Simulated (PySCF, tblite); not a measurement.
# C4H13B2N: dynamics, then NMR shifts on frames, part 2 of 2

tblite 0.8.0 and PySCF 2.14.0. Atoms count from 0. Earlier steps stand in the parts before.

## Step 6: NMR shieldings: 800 fs, PBE0/pcSseg-1

What the job is given:

```
{"job": {"kind": "nmr", "xc": "PBE0", "basis": "pcSseg-1", "pop": false}, "charge": 0, "multiplicity": 1}
C      2.207800    -3.408700     1.461800
B      2.149400    -1.801900     1.261800
N      0.940500    -1.264000     1.565100
B      0.426400     0.053600     1.345200
C     -1.090000     0.420700     1.906900
C     -1.336200     1.913200     2.089900
C     -2.021300    -0.302700     0.916300
H      3.175100    -3.676900     1.053400
H      2.290800    -3.789400     2.504600
H      1.490000    -4.012500     0.851400
H      3.024900    -1.020600     0.954000
H      0.269200    -1.991200     1.717200
H      1.082900     0.977900     0.656600
H     -1.199700    -0.030800     2.851200
H     -2.459700     2.280900     2.263000
H     -0.936100     2.495300     1.186300
H     -0.719800     2.304500     2.973400
H     -2.925300    -0.514700     1.517000
H     -2.131300     0.285700    -0.083000
H     -1.517800    -1.192600     0.497100
```

Level: GIAO PBE0/pcSseg-1 NMR shielding, non-relativistic, gas phase.

Output:

```text
coarse grid: 15640 points
cycle   1  E = -264.2534560404  dE =  2.693e-01  |g| = 5.165e-01  |ddm| = 3.589e+00
cycle   2  E = -264.2324097206  dE =  2.105e-02  |g| = 6.089e-01  |ddm| = 9.083e-01
cycle   3  E = -264.3230920148  dE = -9.068e-02  |g| = 5.451e-02  |ddm| = 4.955e-01
cycle   4  E = -264.3236492589  dE = -5.572e-04  |g| = 2.627e-02  |ddm| = 5.934e-02
cycle   5  E = -264.3237926587  dE = -1.434e-04  |g| = 7.117e-03  |ddm| = 1.959e-02
cycle   6  E = -264.3238043258  dE = -1.167e-05  |g| = 1.307e-03  |ddm| = 7.200e-03
cycle   7  E = -264.3238047667  dE = -4.409e-07  |g| = 3.456e-04  |ddm| = 1.421e-03
final grid: 148080 points
cycle   8  E = -264.3614396206  dE = -4.137e-05  |g| = 8.145e-03  |ddm| = 2.772e-02
cycle   9  E = -264.3614321443  dE =  7.476e-06  |g| = 1.005e-02  |ddm| = 1.395e-02
cycle  10  E = -264.3614560735  dE = -2.393e-05  |g| = 7.406e-04  |ddm| = 7.370e-03
cycle  11  E = -264.3614561945  dE = -1.210e-07  |g| = 2.116e-04  |ddm| = 6.521e-04
cycle  12  E = -264.3614562033  dE = -8.761e-09  |g| = 6.378e-05  |ddm| = 1.816e-04
cycle  13  E = -264.3614562043  dE = -1.035e-09  |g| = 1.292e-05  |ddm| = 6.797e-05
cycle  14  E = -264.3614562043  dE = -3.945e-11  |g| = 3.977e-06  |ddm| = 1.423e-05
converged SCF energy = -264.3614562043

GIAO shielding tensors (ppm)
atom      isotropic    diamagn.    paramagn.     s11        s22        s33       span
  0 C      182.289     247.759     -65.470    166.001    186.160    194.705     28.704
  1 B       50.311     196.218    -145.908     11.454     29.125    110.353     98.898
  2 N       74.055     327.011    -252.956    -67.399     89.529    200.034    267.433
  3 B       38.300     195.425    -157.125    -13.680     36.381     92.201    105.880
  4 C      159.285     254.795     -95.510    152.445    156.353    169.056     16.611
  5 C      152.859     245.414     -92.555    138.634    148.554    171.387     32.753
  6 C      164.711     253.133     -88.422    136.162    173.794    184.177     48.016
  7 H       30.949      26.616       4.333     26.820     28.665     37.361     10.541
  8 H       30.590      25.792       4.798     26.605     28.366     36.799     10.194
  9 H       30.826      29.761       1.065     26.894     29.181     36.404      9.510
 10 H       25.635      31.198      -5.563     24.655     25.105     27.145      2.490
 11 H       25.038      35.940     -10.901     20.349     23.571     31.196     10.847
 12 H       24.316      30.845      -6.530     21.788     24.028     27.130      5.342
 13 H       31.473      35.132      -3.659     26.734     31.684     36.000      9.266
 14 H       28.087      25.930       2.157     24.508     25.944     33.809      9.301
 15 H       28.719      29.461      -0.742     25.000     27.069     34.088      9.088
 16 H       28.743      27.468       1.275     24.716     26.552     34.960     10.243
 17 H       28.891      30.682      -1.790     24.548     26.552     35.574     11.026
 18 H       29.028      31.308      -2.280     25.342     27.410     34.333      8.990
 19 H       30.376      34.839      -4.463     25.027     30.509     35.591     10.564
```

It took 23 s on 1 thread of Intel Xeon Platinum 8488C, shared host; peak memory 0.85 GiB.

Key values: δ C5 34.1, C4 27.6, C6 22.2, C0 4.6, H12 7.40, H11 6.68 ppm.

## Step 7: NMR shieldings: 1000 fs, PBE0/pcSseg-1

What the job is given:

```
{"job": {"kind": "nmr", "xc": "PBE0", "basis": "pcSseg-1", "pop": false}, "charge": 0, "multiplicity": 1}
C      1.715100    -4.183600     1.698300
B      1.971100    -2.471400     2.042600
N      0.773800    -1.879200     2.313800
B      0.448200    -0.548100     2.411500
C     -1.001000    -0.013600     2.073100
C     -0.798700     1.291600     1.339700
C     -2.035700    -0.889000     1.289000
H      2.661600    -4.596900     1.440200
H      1.124600    -4.552900     2.597400
H      1.020200    -4.433000     0.874100
H      2.859600    -1.680500     2.101100
H     -0.070300    -2.439600     2.108600
H      1.254100     0.246500     2.438200
H     -1.514300     0.249600     3.057400
H     -1.795000     1.879600     1.194500
H     -0.387500     0.999600     0.381400
H     -0.073300     1.902600     1.861100
H     -3.045100    -0.444500     1.375800
H     -1.783500    -1.055300     0.230200
H     -2.104000    -1.808400     1.670400
```

Level: GIAO PBE0/pcSseg-1 NMR shielding, non-relativistic, gas phase.

Output:

```text
coarse grid: 15640 points
cycle   1  E = -264.2408589856  dE =  4.577e-01  |g| = 5.325e-01  |ddm| = 3.622e+00
cycle   2  E = -264.2220475034  dE =  1.881e-02  |g| = 6.187e-01  |ddm| = 9.487e-01
cycle   3  E = -264.3152823775  dE = -9.323e-02  |g| = 5.976e-02  |ddm| = 5.046e-01
cycle   4  E = -264.3159740452  dE = -6.917e-04  |g| = 2.500e-02  |ddm| = 6.041e-02
cycle   5  E = -264.3160985755  dE = -1.245e-04  |g| = 7.812e-03  |ddm| = 1.961e-02
cycle   6  E = -264.3161128516  dE = -1.428e-05  |g| = 1.240e-03  |ddm| = 7.359e-03
cycle   7  E = -264.3161132260  dE = -3.745e-07  |g| = 3.194e-04  |ddm| = 1.185e-03
final grid: 148080 points
cycle   8  E = -264.3541056826  dE = -5.140e-05  |g| = 8.634e-03  |ddm| = 2.810e-02
cycle   9  E = -264.3540996420  dE =  6.041e-06  |g| = 1.014e-02  |ddm| = 1.576e-02
cycle  10  E = -264.3541250567  dE = -2.541e-05  |g| = 7.404e-04  |ddm| = 8.028e-03
cycle  11  E = -264.3541251791  dE = -1.224e-07  |g| = 2.176e-04  |ddm| = 6.529e-04
cycle  12  E = -264.3541251878  dE = -8.732e-09  |g| = 7.964e-05  |ddm| = 1.820e-04
cycle  13  E = -264.3541251893  dE = -1.516e-09  |g| = 1.498e-05  |ddm| = 7.558e-05
cycle  14  E = -264.3541251894  dE = -5.468e-11  |g| = 4.354e-06  |ddm| = 1.725e-05
converged SCF energy = -264.3541251894

GIAO shielding tensors (ppm)
atom      isotropic    diamagn.    paramagn.     s11        s22        s33       span
  0 C      171.003     253.983     -82.980    145.931    171.063    196.015     50.084
  1 B       48.998     200.968    -151.969      9.028     29.764    108.203     99.174
  2 N       62.928     331.715    -268.787    -89.544     74.915    203.412    292.956
  3 B       46.108     201.116    -155.009      0.393     35.579    102.351    101.958
  4 C      159.224     252.809     -93.585    143.974    158.220    175.479     31.505
  5 C      156.004     252.508     -96.504    134.411    159.952    173.649     39.238
  6 C      171.422     248.458     -77.036    155.433    167.396    191.436     36.003
  7 H       30.698      27.080       3.617     26.354     28.415     37.324     10.970
  8 H       29.734      25.349       4.385     26.523     28.655     34.023      7.500
  9 H       30.544      33.552      -3.008     26.887     29.455     35.289      8.402
 10 H       25.445      31.275      -5.829     23.917     24.821     27.598      3.681
 11 H       24.227      37.239     -13.011     19.379     22.591     30.713     11.334
 12 H       26.670      35.034      -8.364     22.994     26.399     30.617      7.623
 13 H       29.660      30.130      -0.469     25.187     28.459     35.335     10.147
 14 H       28.565      30.695      -2.129     24.473     26.741     34.482     10.008
 15 H       30.771      35.562      -4.791     27.124     29.495     35.695      8.571
 16 H       29.734      33.170      -3.436     25.570     27.703     35.931     10.361
 17 H       30.108      30.514      -0.406     25.558     27.896     36.870     11.312
 18 H       31.173      33.792      -2.619     27.871     28.607     37.042      9.170
 19 H       32.866      35.001      -2.135     28.143     31.453     39.003     10.860
```

Wall time 25 s (1 thread of Intel Xeon Platinum 8488C, shared host); peak memory 0.83 GiB.

In short: δ C5 30.9, C4 27.7, C0 15.9, C6 15.5, H11 7.49, H10 6.27 ppm.

## Step 8: Run by run: NMR shifts

Shifts (ppm) of some atoms, chosen among heavy atoms and hydrogens apart, with basis size and wall time:

| frame | C4 | C5 | C0 | H19 | H8 | B3 | N2 | functions | time |
| --- | --- | --- | --- | --- | --- | --- | --- | --- | --- |
| 250 fs | 35.3 | 30.9 | 13.5 | 1.13 | -1.48 | 50.0 | 225.4 | 184 | 24 s |
| 425 fs | 24.1 | 18.0 | 14.5 | -0.37 | -0.62 | 52.5 | 191.4 | 184 | 25 s |
| 625 fs | 28.2 | 13.0 | 12.0 | 2.68 | 0.75 | 60.1 | 198.7 | 184 | 24 s |
| 800 fs | 27.6 | 34.1 | 4.6 | 1.34 | 1.13 | 61.8 | 193.7 | 184 | 23 s |
| 1000 fs | 27.7 | 30.9 | 15.9 | -1.15 | 1.98 | 54.0 | 204.8 | 184 | 25 s |

## Step 9: Summary of results

What follows sums up all 2 parts.

```
                                           quantity                                                                               value
                                         thermostat                                                                               600 K
                      mean temperature, second half                                                                               639 K
            mean potential energy above the minimum                                                                             1.31 eV
     13C shifts against TMS (PBE0/pcSseg-1, 250 fs)                                                          35.3, 30.9, 24.1, 13.5 ppm
      1H shifts against TMS (PBE0/pcSseg-1, 250 fs)  8.01, 6.21, 5.80, 3.63, 2.88, 2.32, 2.19, 2.08, 1.88, 1.13, 1.06, -0.17, -1.48 ppm
11B shifts against BF3·OEt2 (PBE0/pcSseg-1, 250 fs)                                                                      55.1, 50.0 ppm
     15N shifts against NH3 (PBE0/pcSseg-1, 250 fs)                                                                           225.4 ppm
                           range of the shift of N2                                                                  191.4 to 225.4 ppm
```

In the second half the potential energy averages 1.31 eV above the minimum; equipartition over 54 harmonic modes at 600 K would give 1.40 eV. With 20 atoms the temperature swings widely (326 to 787 K). Shifts at one fixed geometry are not the observed spectrum, which averages over the motion. In the first frame run (250 fs): The largest span, 263 ppm, is at N2, where the paramagnetic term is -282 ppm. In ppm, N2 moves most: its shift spreads over 34.0 ppm, from 191.4 (425 fs) to 225.4 (250 fs).
